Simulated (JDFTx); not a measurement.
NbTe under changes of volume

One of the cells (21.934 Å³/atom); the others are scaled copies at fixed shape and fractional positions:

```xyz
2
Lattice="3.7030 0.0000 0.0000 -1.8515 3.2069 0.0000 0.0000 0.0000 3.6942" Properties=species:S:1:pos:R:3 pbc="T T T"
Te    1.8515    1.0690    0.0000
Nb    0.0000    0.0000    1.8471
```

The cell comes from a database or a generator and needn't be the stable form of this composition.

```yaml
Program: JDFTx 1.7.0 (patched build)
Functional: PBEsol
Potentials_or_basis: PseudoDojo-SR-PBEsol-0.4.1-standard with smoothed tails
Cutoff: 1116 eV
Density_cutoff: 8925 eV
k_mesh: 8 × 8 × 7
Occupations: fermi-dirac, width 0.05 eV
Spin: no spin polarisation
```

```tsv
volume (Å³/atom)	energy over the lowest point (meV/atom)	pressure (GPa)
20.618	4.72	3.3
21.057	0.00	0.2
21.496	3.09	-2.5
21.934	13.14	-4.9
22.373	29.38	-7.0
22.812	51.11	-8.9
23.250	?	?
```

Q: What does the run at 23.250 Å³/atom give?

A: Energy over the lowest point 77.71 meV/atom; pressure -10.5 GPa.

Worked out: A Birch-Murnaghan fit of order 3 (a polynomial in V^(-2/3)) to the other rows has its minimum at 21.09 Å³/atom with B0 = V·E''(V) = 136 GPa and B' = 4.7 at fixed shape and positions, which overstates the stiffness. It gives 77.66 meV/atom at 23.250 Å³/atom, against the run's 77.71, and -dE/dV = -10.5 GPa, against -10.5.

Energies are extrapolated to zero smearing.
